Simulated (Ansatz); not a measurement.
Write the native input for Ansatz 0.2.0 that does the following.

```
Task                : band structure
Functional          : revPBE
Potentials or basis : all-electron LAPW, scalar-relativistic
Cutoff              : 483 eV (chosen from the basis error)
Basis error allowed : 0.003 eV/atom
k mesh              : 4 × 4 × 2
Occupations         : fermi-dirac, width 0.05 eV
Spin                : no spin polarisation
```

Ta3AsAu2O13:

```xyz
19
Lattice="5.4520 0.0000 0.0000 -2.7260 4.7216 0.0000 0.0000 0.0000 9.5790" Properties=species:S:1:pos:R:3 pbc="T T T"
Ta    0.0000    0.0000    1.8591
Ta    0.0000    0.0000    7.7199
Ta    2.7260    1.5739    0.0000
As    0.0000    0.0000    4.7895
Au    0.0000    3.1478    2.6273
Au    0.0000    3.1478    6.9517
O     0.0000    0.0000    0.0000
O    -1.3422    4.5861    3.4870
O    -0.5745    1.2662    3.4870
O     1.9167    3.5909    3.4870
O    -1.3422    4.5861    6.0921
O    -0.5745    1.2662    6.0921
O     1.9167    3.5909    6.0921
O     1.1852    1.5782    8.2230
O     3.4927    0.2373    8.2230
O     3.5002    2.9061    8.2230
O     1.1852    1.5782    1.3560
O     3.4927    0.2373    1.3560
O     3.5002    2.9061    1.3560
```

The cell was built by a generator and needn't be a form met in nature.

The input as run:

input.yaml

```yaml
crystal:
  lattice:
    - [5.45204, 0.0, 0.0]
    - [-2.72602, 4.72161, 0.0]
    - [0.0, 0.0, 9.57902]
  atoms:
    - { symbol: Ta, position: [0.0, 0.0, 0.19408] }
    - { symbol: Ta, position: [0.0, 0.0, 0.80592] }
    - { symbol: Ta, position: [0.66667, 0.33333, 0.0] }
    - { symbol: As, position: [0.0, 0.0, 0.5] }
    - { symbol: Au, position: [0.33333, 0.66667, 0.27428] }
    - { symbol: Au, position: [0.33333, 0.66667, 0.72572] }
    - { symbol: O, position: [0.0, 0.0, 0.0] }
    - { symbol: O, position: [0.23947, 0.97129, 0.36402] }
    - { symbol: O, position: [0.02871, 0.26818, 0.36402] }
    - { symbol: O, position: [0.73182, 0.76053, 0.36402] }
    - { symbol: O, position: [0.23947, 0.97129, 0.63598] }
    - { symbol: O, position: [0.02871, 0.26818, 0.63598] }
    - { symbol: O, position: [0.73182, 0.76053, 0.63598] }
    - { symbol: O, position: [0.38452, 0.33425, 0.85844] }
    - { symbol: O, position: [0.66575, 0.05026, 0.85844] }
    - { symbol: O, position: [0.94974, 0.61548, 0.85844] }
    - { symbol: O, position: [0.38452, 0.33425, 0.14156] }
    - { symbol: O, position: [0.66575, 0.05026, 0.14156] }
    - { symbol: O, position: [0.94974, 0.61548, 0.14156] }
kpoints:
  mp_grid: { grid: [4, 4, 2] }
  band_path:
    path:
      - [0.0, 0.0, 0.0]
      - [0.5, 0.0, 0.0]
      - [0.3333333333, 0.3333333333, 0.0]
      - [0.0, 0.0, 0.0]
      - [0.0, 0.0, 0.5]
      - [0.5, 0.0, 0.5]
      - [0.3333333333, 0.3333333333, 0.5]
      - [0.0, 0.0, 0.5]
    npoints: 12
scf:
  occupations: { method: fermi_dirac, width: 0.05 }
hamiltonian:
  xc: revpbe
  pseudopotentials: { kind: all_electron, lapw: { basis_error: 0.003 } }
output:
  forces: true
  stress: true
  eigenvalues: true
```

Potentials or basis: all-electron LAPW, scalar-relativistic.

Command:

```sh
$ ansatz run input.yaml --threads 8 --pin off --max-ram 24576MiB --backend cpu --events-out ev --progress --plain --runs-dir out
```

It gave:

The pressure is 2.8 GPa, the largest force is 0.255 eV/Å and the band gap along the path is none (metal or under the smearing width).

Caveat: the k mesh is thin for a metal, which can move the energy by tens of meV per atom; spin-orbit coupling is left out, which moves the levels of the heavy elements.

It took 6.9 min on 8 threads of Arm Neoverse V2 (shared host), peak memory 5.7 GiB.
